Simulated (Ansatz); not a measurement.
# C4H8F2O: the cost of one run

Computed with Ansatz 0.2.0, Gaussian basis. Level: the settings change from run to run.

### Step 1. The geometry

An earlier PBE0-D4 in a triple-zeta def2 set relaxation fixed the geometry.

15 atoms, charge 0, spin multiplicity 1.

Atoms are counted from 1 here; the program's logs count them from 0.

Bond lengths: F1–C2 1.388 Å, C2–C3 1.508 Å, C2–H8 1.093 Å, C2–H9 1.093 Å, C3–C4 1.510 Å, C3–H10 1.094 Å, C3–H11 1.095 Å, C4–O5 1.421 Å, C4–H12 1.098 Å, C4–H13 1.094 Å, O5–C6 1.363 Å, C6–F7 1.383 Å, C6–H14 1.091 Å, C6–H15 1.098 Å. Angles: F1–C2–C3 110.0°, F1–C2–H8 107.6°, F1–C2–H9 107.6°, C3–C2–H8 111.2°, C3–C2–H9 111.1°, H8–C2–H9 109.3°, C2–C3–C4 113.2°, C2–C3–H10 109.4°, C2–C3–H11 108.5°, C4–C3–H10 108.9°, C4–C3–H11 109.4°, H10–C3–H11 107.3°, C3–C4–O5 108.4°, C3–C4–H12 110.4°, C3–C4–H13 110.5°, O5–C4–H12 109.4°, O5–C4–H13 109.9°, H12–C4–H13 108.3° and more.

### Step 2. B97M-V/def2-SVPD

This run has multiplicity 3, density fitting with cc-pVTZ-jkfit, high accuracy.

File in.yaml:

```yaml
crystal:
  periodic: [false, false, false]
  atoms:
    - {symbol: F, position_ang: [-2.078797, 0.012639, -1.445104]}
    - {symbol: C, position_ang: [-1.837778, 0.728547, -0.280718]}
    - {symbol: C, position_ang: [-1.182759, -0.161930, 0.744379]}
    - {symbol: C, position_ang: [0.167787, -0.677921, 0.308394]}
    - {symbol: O, position_ang: [1.044547, 0.430342, 0.163390]}
    - {symbol: C, position_ang: [2.231391, 0.134230, -0.437513]}
    - {symbol: F, position_ang: [3.038169, -0.623159, 0.392468]}
    - {symbol: H, position_ang: [-1.194046, 1.572688, -0.540012]}
    - {symbol: H, position_ang: [-2.798868, 1.104638, 0.080387]}
    - {symbol: H, position_ang: [-1.835183, -1.014045, 0.956523]}
    - {symbol: H, position_ang: [-1.072027, 0.403472, 1.675287]}
    - {symbol: H, position_ang: [0.085006, -1.205927, -0.650499]}
    - {symbol: H, position_ang: [0.569353, -1.375141, 1.049977]}
    - {symbol: H, position_ang: [2.748129, 1.075418, -0.633081]}
    - {symbol: H, position_ang: [2.093276, -0.454447, -1.354479]}
basis:
  gaussian: {orbitals: def2-SVPD, fitting: {mean_field: cc-pVTZ-jkfit}}
magnetization: {spin_polarized: true, initial_magnetization: 2}
hamiltonian: {xc: {name: B97M-V}}
accuracy: high
output: {forces: true}
```

Started as:

```bash
$ ansatz run in.yaml --threads 4 --pin off --events-out ev --progress --plain --max-ram 11315MiB
```

What time and memory should one allow on 4 threads of Arm Neoverse V2, shared host?

About 2.1 min, with a peak of 1.5 GiB.
